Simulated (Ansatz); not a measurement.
## FGeH4N, SMILES [NH2][GeH2][F]: a relaxed scan of one distance, step by step

Program: the Ansatz DFT code, driven from Python.

Input file `fgeh4n.xyz`:
```text
7

N    -0.78910    0.47970   -0.71890
Ge    0.55290   -0.03820    0.37240
F     0.28240   -1.71640    0.80000
H    -0.77450   -0.11060   -1.55490
H    -1.72150    0.34990   -0.22140
H     0.58130    0.85190    1.65360
H     1.92970    0.11570   -0.37640
```

Typed at the interpreter:
```pycon
>>> import warnings
>>> import ansatz as az
>>> import numpy as np
>>> warnings.simplefilter("ignore", az.DeckWarning)
>>> system = az.Crystal.molecule_from_extxyz("fgeh4n.xyz")
>>> base = (
...     system.calculation()
...     .basis(gaussian="def2-SVP")
...     .functional("pbe0")
... )
>>> symbols = [site.symbol for site in system.cartesian_sites]
>>> pairs = [(0, 1), (0, 3), (0, 4), (1, 2), (1, 5), (1, 6)]
>>> print("held (A)   E (eV)        ", "  ".join(f"{symbols[i]}{i}-{symbols[j]}{j}" for i, j in pairs))
held (A)   E (eV)         N0-Ge1  N0-H3  N0-H4  Ge1-F2  Ge1-H5  Ge1-H6
>>> for length in [0.94, 1.02, 1.11, 1.23, 1.38]:
...     r = base.relax(constraints=[az.DistanceConstraint((0, 3), at=length)], force_tolerance=0.02, max_steps=60).run(threads=1, backend="cpu").report
...     xyz = np.array(r["positions_ang"])
...     print(f"{length:6.2f} {r['free_energy_ev']:14.5f}  ", "  ".join(f"{np.linalg.norm(xyz[i] - xyz[j]):.3f}" for i, j in pairs))
...
  0.94   -60769.40925   1.805  0.940  1.014  1.754  1.532  1.532
  1.02   -60769.56088   1.809  1.020  1.016  1.753  1.532  1.532
  1.11   -60769.39714   1.814  1.110  1.018  1.753  1.533  1.532
  1.23   -60768.89241   1.822  1.230  1.020  1.753  1.534  1.532
  1.38   -60768.08569   1.830  1.380  1.023  1.752  1.535  1.532
```

Total energies depend on the basis set; only differences at equal settings carry meaning. The energies are electronic: no zero-point or thermal terms, and the basis set is short of its limit. The script silences the warnings on its input, which a real study should read. Timing: 97 s on 1 thread of Arm Neoverse V2, on a shared host, peak memory 0.23 GiB.

(Lines on the test bed's own set-up are left out of the output.)
